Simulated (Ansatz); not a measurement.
**Cl2H5NO2Si2: one species, many methods**

An exercise on one series of results from a longer session: the logs are not shown, and one member is left open.

The runs use Ansatz 0.2.0, Gaussian basis; functionals in def2-TZVPP, the program's frozen cores in correlated methods.

Plan: PBE-D4, r2SCAN-D4, PBE0-D4, B3LYP-D4, ωB97X-V, ωB97M-V, B2PLYP; CCSD(T)/def2-TZVPP; MP2/def2-QZVPP; extrapolation to the limit.

**Structure used throughout**

An earlier PBE0-D4 in a triple-zeta def2 set relaxation fixed the geometry.

SMILES `O[SiH2]N[Si](O)(Cl)Cl`, 12 atoms, charge 0, spin multiplicity 1.

Atoms are counted from 1 here; the program's logs count them from 0.

Bond lengths: O1–Si2 1.660 Å, O1–H8 0.959 Å, Si2–N3 1.717 Å, Si2–H9 1.486 Å, Si2–H10 1.483 Å, N3–Si4 1.708 Å, N3–H11 1.010 Å, Si4–O5 1.618 Å, Si4–Cl6 2.036 Å, Si4–Cl7 2.042 Å, O5–H12 0.968 Å. Angles: Si2–O1–H8 116.7°, O1–Si2–N3 105.8°, O1–Si2–H9 107.2°, O1–Si2–H10 112.5°, N3–Si2–H9 114.1°, N3–Si2–H10 107.4°, H9–Si2–H10 109.9°, Si2–N3–Si4 127.6°, Si2–N3–H11 115.9°, Si4–N3–H11 116.2°, N3–Si4–O5 109.1°, N3–Si4–Cl6 113.3°, N3–Si4–Cl7 108.1°, O5–Si4–Cl6 107.1°, O5–Si4–Cl7 113.0°, Cl6–Si4–Cl7 106.3°, Si4–O5–H12 113.9°.

Geometry (Å):

```csv
atom,x (Å),y (Å),z (Å)
O1,-0.3933,1.7098,-0.8369
Si2,-1.1136,0.2212,-0.9761
N3,0.0287,-0.9085,-0.3706
Si4,0.9994,-0.7618,1.0265
O5,1.0196,0.7859,1.4976
Cl6,0.3174,-1.8573,2.6015
Cl7,2.8577,-1.4869,0.5878
H8,-0.9783,2.4670,-0.7701
H9,-2.3825,0.2728,-0.2053
H10,-1.3929,-0.1442,-2.3863
H11,0.2062,-1.7129,-0.9548
H12,0.8316,1.4149,0.7869
```

Set-up of the first run:

Contents of in.yaml:

```yaml
crystal:
  periodic: [false, false, false]
  atoms:
    - {symbol: O, position_ang: [-0.393327, 1.709757, -0.836871]}
    - {symbol: Si, position_ang: [-1.113601, 0.221185, -0.976145]}
    - {symbol: N, position_ang: [0.028686, -0.908457, -0.370646]}
    - {symbol: Si, position_ang: [0.999373, -0.761796, 1.026461]}
    - {symbol: O, position_ang: [1.019587, 0.785859, 1.497630]}
    - {symbol: Cl, position_ang: [0.317364, -1.857271, 2.601491]}
    - {symbol: Cl, position_ang: [2.857733, -1.486872, 0.587826]}
    - {symbol: H, position_ang: [-0.978263, 2.466959, -0.770115]}
    - {symbol: H, position_ang: [-2.382482, 0.272823, -0.205346]}
    - {symbol: H, position_ang: [-1.392881, -0.144224, -2.386346]}
    - {symbol: H, position_ang: [0.206216, -1.712873, -0.954818]}
    - {symbol: H, position_ang: [0.831603, 1.414921, 0.786879]}
basis:
  gaussian: {orbitals: def2-TZVPP}
hamiltonian: {xc: pbe, dispersion: d4}
output: {forces: true, orbitals: {seedname: orbitals}}
```

Run with:

```
ansatz run in.yaml --threads 2 --pin off --events-out ev --progress --plain --max-ram 32768MiB --backend cuda --devices 0, --max-vram 18GiB
```

Among the steps run: PBE-D4 (GGA); r2SCAN-D4 (meta-GGA); PBE0-D4 (hybrid); B3LYP-D4 (hybrid); ωB97X-V (range-separated); ωB97M-V (range-separated); B2PLYP (double hybrid); CCSD(T) in def2-TZVPP; MP2 in def2-QZVPP.

One of the session's tables, all rows but one given; the rest of the session is left out.

```
            method  atomisation energy (eV)
            PBE-D4                   46.662
         r2SCAN-D4                   46.280
           PBE0-D4                   45.803
          B3LYP-D4                   45.900
           ωB97X-V                   46.482
           ωB97M-V                   46.529
            B2PLYP                   45.488
     HF/def2-TZVPP                   32.741
    MP2/def2-TZVPP                   46.172
   CCSD/def2-TZVPP                        ?
CCSD(T)/def2-TZVPP                   44.808
           MP2/CBS                   47.836
       CCSD(T)/CBS                   46.472
```

**Question.** Estimate the row for CCSD/def2-TZVPP.

As computed: atomisation energy (eV): 44.016. In the column «atomisation energy (eV)» it lies between HF/def2-TZVPP (32.741) and CCSD(T)/def2-TZVPP (44.808).
